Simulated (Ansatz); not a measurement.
# C₁₁H₁₃ClZr: basis-set convergence

The task here is to estimate one member of a computed series from the others.

Method: one geometry, several basis sets; program: Ansatz 0.2.0, Gaussian basis.

Levels to be run: PBE0-D4/def2-SVP; ωB97M-V/def2-SVP; PBE0-D4/def2-QZVPP; ωB97M-V/def2-QZVPP; the functionals' def2-TZVPP values are taken from earlier runs.

## The relaxed structure

An earlier PBE0-D4 in a triple-zeta def2 set relaxation fixed the geometry. Zr takes the def2 core potential; no spin-orbit term is included.

SMILES `[CH3][Zr]12345678([Cl])([C@H]9[C@@H]1[C@@H]2[C@@H]3[C@H]94)[C@H]1[C@@H]5[C@@H]6[C@@H]7[C@H]18`, 26 atoms, charge 0, spin multiplicity 1.

Atoms are counted from 1 here; the program's logs count them from 0.

Bond lengths: C1–Zr2 2.266 Å, C1–H14 1.094 Å, C1–H15 1.095 Å, C1–H16 1.095 Å, Zr2–Cl3 2.417 Å, Zr2–C4 2.528 Å, Zr2–C5 2.522 Å, Zr2–C6 2.510 Å, Zr2–C7 2.510 Å, Zr2–C8 2.531 Å, Zr2–C9 2.538 Å, Zr2–C10 2.529 Å, Zr2–C11 2.506 Å, Zr2–C12 2.499 Å, Zr2–C13 2.535 Å, C4–C5 1.411 Å, C4–C8 1.408 Å, C4–H17 1.079 Å and more. Angles: Zr2–C1–H14 115.8°, Zr2–C1–H15 108.5°, Zr2–C1–H16 109.0°, H14–C1–H15 107.7°, H14–C1–H16 107.8°, H15–C1–H16 107.8°, C1–Zr2–Cl3 98.2°, C1–Zr2–C4 91.3°, C1–Zr2–C5 123.5°, C1–Zr2–C6 126.7°, C1–Zr2–C7 95.2°, C1–Zr2–C8 75.0°, C1–Zr2–C9 85.0°, C1–Zr2–C10 76.2°, C1–Zr2–C11 102.2°, C1–Zr2–C12 130.3°, C1–Zr2–C13 116.9°, Cl3–Zr2–C4 84.8° and more.

Set-up of the first run:

File in.yaml:

```yaml
crystal:
  periodic: [false, false, false]
  atoms:
    - {symbol: C, position_ang: [-0.117353, -1.408510, 1.843199]}
    - {symbol: Zr, position_ang: [-0.138790, -0.431588, -0.201776]}
    - {symbol: Cl, position_ang: [-0.806087, -2.358554, -1.499633]}
    - {symbol: C, position_ang: [-2.619122, 0.021362, -0.023201]}
    - {symbol: C, position_ang: [-2.179838, 0.659650, -1.202554]}
    - {symbol: C, position_ang: [-1.305075, 1.699227, -0.835631]}
    - {symbol: C, position_ang: [-1.202725, 1.704519, 0.575333]}
    - {symbol: C, position_ang: [-2.024622, 0.673527, 1.074131]}
    - {symbol: C, position_ang: [2.280779, -1.184600, -0.342016]}
    - {symbol: C, position_ang: [2.243916, -0.122705, 0.587586]}
    - {symbol: C, position_ang: [1.881271, 1.047474, -0.105027]}
    - {symbol: C, position_ang: [1.690761, 0.707513, -1.467104]}
    - {symbol: C, position_ang: [1.955627, -0.668894, -1.609410]}
    - {symbol: H, position_ang: [0.098335, -0.744906, 2.686094]}
    - {symbol: H, position_ang: [-1.097430, -1.864077, 2.020149]}
    - {symbol: H, position_ang: [0.629788, -2.208436, 1.848522]}
    - {symbol: H, position_ang: [-3.267238, -0.840716, 0.021960]}
    - {symbol: H, position_ang: [-2.439813, 0.371659, -2.210217]}
    - {symbol: H, position_ang: [-0.807712, 2.378757, -1.510912]}
    - {symbol: H, position_ang: [-0.615263, 2.388896, 1.168913]}
    - {symbol: H, position_ang: [-2.161376, 0.420760, 2.113361]}
    - {symbol: H, position_ang: [2.488015, -2.219887, -0.116149]}
    - {symbol: H, position_ang: [2.446438, -0.199119, 1.644392]}
    - {symbol: H, position_ang: [1.777626, 2.033087, 0.322682]}
    - {symbol: H, position_ang: [1.421849, 1.386240, -2.262412]}
    - {symbol: H, position_ang: [1.868018, -1.240698, -2.520280]}
basis:
  gaussian: {orbitals: def2-SVP}
hamiltonian: {xc: pbe0, dispersion: d4}
output: {orbitals: {seedname: orbitals}}
```

Started as:

```sh
$ ansatz run in.yaml --threads 11 --pin off --events-out ev --progress --plain --max-ram 174080MiB --backend cpu
```

Among the steps run: PBE0-D4 in def2-SVP; ωB97M-V in def2-SVP; PBE0-D4 in def2-QZVPP; ωB97M-V in def2-QZVPP.

One table of the session follows, with a row left open; its other results are not shown here.

It belongs to the step «Functionals by basis». 

```
functional       basis  HOMO (eV)
   PBE0-D4    def2-SVP      -6.89
   PBE0-D4  def2-TZVPP          ?
   PBE0-D4  def2-QZVPP      -6.88
   ωB97M-V    def2-SVP      -8.93
   ωB97M-V  def2-TZVPP      -8.91
   ωB97M-V  def2-QZVPP      -8.92
```

Estimate the missing values for PBE0-D4, def2-TZVPP.

The run gave: HOMO (eV): -6.87. In the column «HOMO (eV)» it is the highest.
